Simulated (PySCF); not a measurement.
# [HgF3(NH3)]−: other functionals and bases at one geometry

The task here is to estimate one member of a computed series from the others.

Method: several levels, as the steps say, no spin–orbit coupling; program: PySCF 2.14.0.

1 further run of the same task is left out (for a known fault of the program).

## Where the work starts

8 atoms, charge -1, spin multiplicity 1.

Bond lengths: Hg1–F2 2.108 Å, Hg1–F3 2.108 Å, Hg1–F4 2.108 Å, N5–H6 1.016 Å, N5–H7 1.016 Å, N5–H8 1.016 Å. Angles: F2–Hg1–F3 119.8°, F2–Hg1–F4 119.8°, F3–Hg1–F4 119.8°, H6–N5–H7 109.8°, H6–N5–H8 109.8°, H7–N5–H8 109.8°.

As a file:

```xyz
8
charge -1, multiplicity 1
Hg    0.07614   -0.07614    0.07614
F     0.92527    1.58842    1.05085
F    -1.58842   -1.05085    0.92527
F     1.05085   -0.92527   -1.58842
N    -1.44121    1.44121   -1.44121
H    -1.69539    2.27921   -0.92696
H    -0.92696    1.69539   -2.27921
H    -2.27921    0.92696   -1.69539
```

Formal oxidation states: Hg +2. An earlier session relaxed this geometry at PBE0, Hg def2-SVP with ECP60, F def2-SVP, N def2-SVP, H def2-SVP (singlet, point group C3).

At PBE0 on the finer grid: E = -508.957047 Eh, HOMO -2.10 eV, LUMO 3.81 eV, Mulliken charge on Hg1 +0.65 e, largest force component 0.061 eV/Å. 

Levels to run: B3LYP; M06-L; PBE0, TZVP. Hardware: 2 threads of Intel Xeon at 2.50GHz (Skylake/Cascade Lake), shared host.

The first run:

Input file run.py (the lines that set the calculation):

```python
mol = gto.M(atom='''
Hg     0.07614    -0.07614     0.07614
F      0.92527     1.58842     1.05085
F     -1.58842    -1.05085     0.92527
F      1.05085    -0.92527    -1.58842
N     -1.44121     1.44121    -1.44121
H     -1.69539     2.27921    -0.92696
H     -0.92696     1.69539    -2.27921
H     -2.27921     0.92696    -1.69539''',
    basis={'Hg': 'def2-SVP', 'F': 'def2-SVP', 'N': 'def2-SVP', 'H': 'def2-SVP'},
    ecp={'Hg': 'def2-SVP'},
    charge=-1, spin=0)
mf = dft.RKS(mol, xc='B3LYP')
mf.grids.atom_grid = (75, 302)
mf = mf.density_fit()  # fitting sets: Hg def2-universal-JKFIT, F def2-universal-JKFIT, N def2-universal-JKFIT, H def2-universal-JKFIT
mf.conv_tol = 1e-08; mf.max_cycle = 55
mf.kernel(dm0)  # dm0: the density of the relaxed state
```

On the command line:

```
$ OMP_NUM_THREADS=2 python run.py
```

Steps of the session up to this table: B3LYP; M06-L; PBE0, TZVP.

One of the session's tables, all rows but one given; the rest of the session is left out.

| level | HOMO (eV) | gap (eV) | charge on Hg1 (e) | dipole (D) | largest force component (eV/Å) |
| --- | --- | --- | --- | --- | --- |
| PBE0 (relaxed here) | -2.10 | 5.91 | 0.65 | 4.27 | 0.06 |
| B3LYP | ? | ? | ? | ? | ? |
| M06-L | -0.62 | 4.03 | 0.71 | 4.19 | 0.35 |
| PBE0, TZVP | -3.03 | 6.14 | 1.01 | 4.04 | 0.20 |

**Question.** Estimate the row for B3LYP.

As computed: HOMO (eV): -1.75; gap (eV): 5.28; charge on Hg1 (e): 0.59; dipole (D): 4.26; largest force component (eV/Å): 0.18. In the column «HOMO (eV)» it lies between PBE0 (relaxed here) (-2.10) and M06-L (-0.62).

The dipole of a charged species depends on the origin, so these sizes hold for this origin alone.

In one basis the HOMO–LUMO gap runs from 4.03 eV (M06-L) to 5.91 eV (PBE0). The largest leftover force, 0.35 eV/Å with M06-L, stands at a geometry relaxed at another level. Total energies of different levels can't be compared.
